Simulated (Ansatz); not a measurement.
A nudged elastic band was laid between two geometries of a periodic cell of 17 atoms, Mo16H (host Mo, host structure bcc, interstitial H).

Computed with Ansatz, DFT PBE, scalar-relativistic, plane waves, PAW. Settings: cutoff 420 eV, k mesh 3x3x3, gaussian smearing 0.1 eV, no spin polarisation.

```
movable images  : 5
climbing image  : yes
spring          : 5.0 eV/Å²
optimiser       : quadratic models (default)
start path      : IDPP
force threshold : 0.05 eV/Å
iteration limit : 80
end points      : relaxed
```

Initial state:

```xyz
17
Lattice="6.3000 0.0000 0.0000 0.0000 6.3000 0.0000 0.0000 0.0000 6.3000" Properties=species:S:1:pos:R:3
Mo -0.003 0.064 -0.047
Mo 3.147 0.009 -0.008
Mo -0.003 3.091 -0.047
Mo -0.003 0.010 3.145
Mo 1.578 1.578 1.572
Mo 3.147 3.146 -0.008
Mo 3.147 0.015 3.159
Mo 4.716 1.578 1.572
Mo -0.003 3.145 3.145
Mo 1.633 4.728 1.611
Mo 1.584 1.578 4.705
Mo 3.147 3.141 3.159
Mo 4.661 4.728 1.611
Mo 4.710 1.578 4.705
Mo 1.579 4.728 4.719
Mo 4.714 4.728 4.719
H -0.003 4.728 0.782
```

Final state:

```xyz
17
Lattice="6.3000 0.0000 0.0000 0.0000 6.3000 0.0000 0.0000 0.0000 6.3000" Properties=species:S:1:pos:R:3
Mo 0.000 0.041 -0.067
Mo 3.150 0.003 -0.012
Mo 0.000 3.149 -0.013
Mo 0.000 0.041 3.206
Mo 1.583 1.578 1.570
Mo 3.150 3.135 -0.017
Mo 3.150 0.003 3.151
Mo 4.717 1.578 1.570
Mo 0.000 3.149 3.153
Mo 1.636 4.687 1.570
Mo 1.586 1.592 4.720
Mo 3.150 3.135 3.157
Mo 4.663 4.687 1.570
Mo 4.713 1.592 4.720
Mo 1.581 4.725 4.720
Mo 4.718 4.725 4.720
H 0.000 5.514 1.569
```

Problem. What changes between the two ends?

Solution. Contacts lost: Mo3–H17. Contacts made: Mo4–H17. The atom that moves furthest is H17, by 1.11 Å; four of its nearest neighbours are Mo1 1.83, Mo13 1.83, Mo10 1.83, Mo3 1.83 Å at the first end and Mo1 1.83, Mo13 1.83, Mo10 1.83, Mo4 1.83 Å at the last.

Problem. What energy profile does the band end with?

Solution. The run converged. The highest image is number 3 of 0 to 6, 0.172 eV above the ends, which have the same energy within 2 meV. By the program's own check the climbing image is of a kind that is not told: the force calls were inconclusive, a negative curvature could not be distinguished from the path's own, the only one lies far off the path, or fixed occupations may fill a level only in part (lowest curvatures found: -2.58 and 3.78 eV/Å²). Limits of this set-up: coarse k mesh, odd electron count without spin, a small cell, in which the defect meets its images.

```json
{"image": "0", "path coordinate (Å)": "0.00", "energy (eV)": "0.000", "Mo3–H17 (Å)": "1.83", "Mo4–H17 (Å)": "2.84"}
{"image": "1", "path coordinate (Å)": "0.19", "energy (eV)": "0.043", "Mo3–H17 (Å)": "1.94", "Mo4–H17 (Å)": "2.66"}
{"image": "2", "path coordinate (Å)": "0.38", "energy (eV)": "0.129", "Mo3–H17 (Å)": "2.10", "Mo4–H17 (Å)": "2.47"}
{"image": "3", "path coordinate (Å)": "0.56", "energy (eV)": "0.172", "Mo3–H17 (Å)": "2.28", "Mo4–H17 (Å)": "2.28"}
{"image": "4", "path coordinate (Å)": "0.75", "energy (eV)": "0.130", "Mo3–H17 (Å)": "2.47", "Mo4–H17 (Å)": "2.10"}
{"image": "5", "path coordinate (Å)": "0.94", "energy (eV)": "0.043", "Mo3–H17 (Å)": "2.66", "Mo4–H17 (Å)": "1.94"}
{"image": "6", "path coordinate (Å)": "1.13", "energy (eV)": "0.000", "Mo3–H17 (Å)": "2.85", "Mo4–H17 (Å)": "1.83"}
```

Problem. What is the geometry of the highest image?

Solution. 
```xyz
17
Lattice="6.3000 0.0000 0.0000 0.0000 6.3000 0.0000 0.0000 0.0000 6.3000" Properties=species:S:1:pos:R:3:forces:R:3
Mo -0.002 0.064 -0.068 0.00 0.03 -0.03
Mo 3.148 0.009 -0.012 0.00 0.02 -0.02
Mo -0.002 3.162 -0.010 0.00 0.02 0.00
Mo -0.002 0.007 3.134 0.00 0.00 -0.02
Mo 1.579 1.579 1.567 0.00 -0.03 0.01
Mo 3.148 3.138 -0.019 0.00 -0.01 0.01
Mo 3.148 0.015 3.158 0.00 -0.01 0.01
Mo 4.717 1.579 1.567 0.00 -0.03 0.01
Mo -0.002 3.146 3.151 0.00 0.02 -0.02
Mo 1.681 4.699 1.597 -0.01 0.00 0.00
Mo 1.580 1.588 4.709 -0.01 0.01 -0.01
Mo 3.148 3.129 3.168 0.00 0.02 -0.02
Mo 4.615 4.699 1.597 0.01 0.01 -0.01
Mo 4.716 1.588 4.709 0.01 0.01 -0.01
Mo 1.579 4.730 4.718 0.00 -0.01 0.03
Mo 4.717 4.730 4.718 0.00 -0.01 0.03
H -0.002 5.090 1.207 0.00 -0.03 0.03
```

Run time: 4.5 min on 4 threads of AMD EPYC 9R45 96-Core Processor (Zen 5) (shared host), peak memory 3.2 GiB.
